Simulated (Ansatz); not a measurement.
# LiTeO3: the cost of one run

Computed with the Python package of Ansatz 0.2.0. Level of theory: DFT r2SCAN, plane waves, PAW.

## 1. The system

LiTeO3 Pm-3m: It takes space group Pm-3m (No. 221, cubic). Conventional cell: a = 3.720 Å, b = 3.720 Å, c = 3.720 Å, α = 90.00°, β = 90.00°, γ = 90.00°. Around Li (site symmetry m-3m) lie 12 O at 2.63 Å. Te (site symmetry m-3m) has 6 O at 1.86 Å as nearest neighbours. O (site symmetry 4/mmm) has 2 Te at 1.86 Å and 4 Li at 2.63 Å and 8 O at 2.63 Å as nearest neighbours.

NaTeO3 Pm-3m: The structure is cubic, space group Pm-3m (No. 221). Conventional cell: a = 4.070 Å, b = 4.070 Å, c = 4.070 Å, α = 90.00°, β = 90.00°, γ = 90.00°. Around Na (site symmetry m-3m) lie 12 O at 2.88 Å. Around Te (site symmetry m-3m) lie 6 O at 2.03 to 2.04 Å. O (site symmetry 4/mmm) is surrounded by 2 Te at 2.04 Å and 4 Na at 2.88 Å and 8 O at 2.88 Å.

KTeO3 Pm-3m: Symmetry: Pm-3m, No. 221, cubic system. Conventional cell: a = 4.380 Å, b = 4.380 Å, c = 4.380 Å, α = 90.00°, β = 90.00°, γ = 90.00°. K (site symmetry m-3m) is surrounded by 12 O at 3.10 Å. Around Te (site symmetry m-3m) lie 6 O at 2.19 Å. O (site symmetry 4/mmm) has 2 Te at 2.19 Å and 4 K at 3.10 Å and 8 O at 3.10 Å as nearest neighbours.

RbTeO3 Pm-3m: It takes space group Pm-3m (No. 221, cubic). The conventional cell has a = 4.510 Å, b = 4.510 Å, c = 4.510 Å, α = 90.00°, β = 90.00°, γ = 90.00°. Around Rb (site symmetry m-3m) lie 12 O at 3.19 Å. Te (site symmetry m-3m) is surrounded by 6 O at 2.25 Å. O (site symmetry 4/mmm) has 2 Te at 2.25 Å and 4 Rb at 3.19 Å and 8 O at 3.19 Å as nearest neighbours.

The script holds or builds the structure itself.

## 2. The code

Input file liteo3_series.py:

```python
# -*- coding: utf-8 -*-
import warnings

import ansatz as az
import numpy as np


def perovskite(A, B, X, a):
    return (
        az.Lattice.cubic(a)
        .space_group(221)
        .atom(A, [0, 0, 0])
        .atom(B, [0.5, 0.5, 0.5])
        .atom(X, [0.5, 0.5, 0])
    )


def solve(name, crystal, relax=True):
    calc = (
        crystal.calculation()
        .scf(tolerance=1e-08, max_iterations=200)
        .basis(21 * az.Ha)
        .functional("r2scan")
        .kpoints(spacing=0.3)
        .occupations("fermi_dirac", width=0.05)
        .stress()
        .band_table()
    )
    if relax:
        calc = calc.relax(force_tolerance=0.01, max_steps=40, cell=True)
    return calc.run(threads=1, backend="cpu")

def bulk_modulus(name, outcome, step=0.015):
    # B = -V dP/dV from the pressures of two uniformly scaled cells, atoms held at their fractions
    pressure = []
    for factor in (1 - step, 1.0, 1 + step):
        cell = az.Crystal(lattice=az.Lattice.of(outcome.lattice.cell_ang * factor ** (1 / 3)))
        for site in outcome.report["lattice"]["sites"]:
            cell = cell.atom(site["symbol"], site["position_frac"])
        pressure.append(np.trace(solve(name, cell, relax=False).report["stress_gpa"]) / 3)
    slope, bend = (pressure[0] - pressure[2]) / (2 * step), abs(pressure[0] + pressure[2] - 2 * pressure[1])
    # a jump of mesh or basis between the cells shows as a kink: no modulus then
    return float(slope) if bend < 12 * step**2 * abs(slope) + 0.15 and abs(pressure[1]) < 1.5 else float("nan")

def relaxed_twice(name, crystal):
    # the second pass draws mesh and plane waves anew for the relaxed cell
    first = solve(name, crystal)
    again = az.Crystal(lattice=az.Lattice.of(first.lattice.cell_ang))
    for site in first.report["lattice"]["sites"]:
        again = again.atom(site["symbol"], site["position_frac"])
    return solve(name, again)


def volume_per_atom(outcome):
    return abs(np.linalg.det(outcome.lattice.cell_ang)) / len(outcome.lattice.sites)

warnings.simplefilter("ignore")

phases = {}
phases["LiTeO3"] = perovskite("Li", "Te", "O", 3.72)
phases["NaTeO3"] = perovskite("Na", "Te", "O", 4.07)
phases["KTeO3"] = perovskite("K", "Te", "O", 4.38)
phases["RbTeO3"] = perovskite("Rb", "Te", "O", 4.51)

done = {}
for name, crystal in phases.items():
    try:
        done[name] = relaxed_twice(name, crystal)
    except az.NonConvergedError as error:
        print(name, "did not converge:", str(error)[:120])

rows = [(name, float(np.linalg.norm(o.lattice.cell_ang[0])), volume_per_atom(o), bulk_modulus(name, o)) for name, o in done.items()]
print("  compound       a (A)  V (A^3/atom)     B (GPa)")
for row in rows:
    print(f"{str(row[0]):>10}  {row[1]:10.3f}  {row[2]:12.3f}  {row[3]:10.0f}")
```

## 3. What the engine is handed

The package turns the script's settings into the engine's input (first run):

```yaml
crystal:
  lattice:
    bravais: cubic
    a: 3.72
  space_group: 221
  atoms:
    - { symbol: Li, position: [0.0, 0.0, 0.0] }
    - { symbol: Te, position: [0.5, 0.5, 0.5] }
    - { symbol: O, position: [0.5, 0.5, 0.0] }
basis:
  ecutwfc: 571.4391111657479
kpoints:
  mp_grid:
    kspacing: 0.3
hamiltonian:
  xc: r2scan
scf:
  max_iter: 200
  convergence:
    dr2_threshold: 1.0e-08
  occupations:
    method: fermi_dirac
    width: 0.05
relax:
  f_tol: 0.01
  max_steps: 40
  cell: {}
output:
  stress: true
  eigenvalues: true
```

## 4. Launch

The run is started by

```
$ python liteo3_series.py
```

What time and memory should one allow on 1 thread of Arm Neoverse V1, shared host?

About 5 min, with a peak of 0.7 GiB.
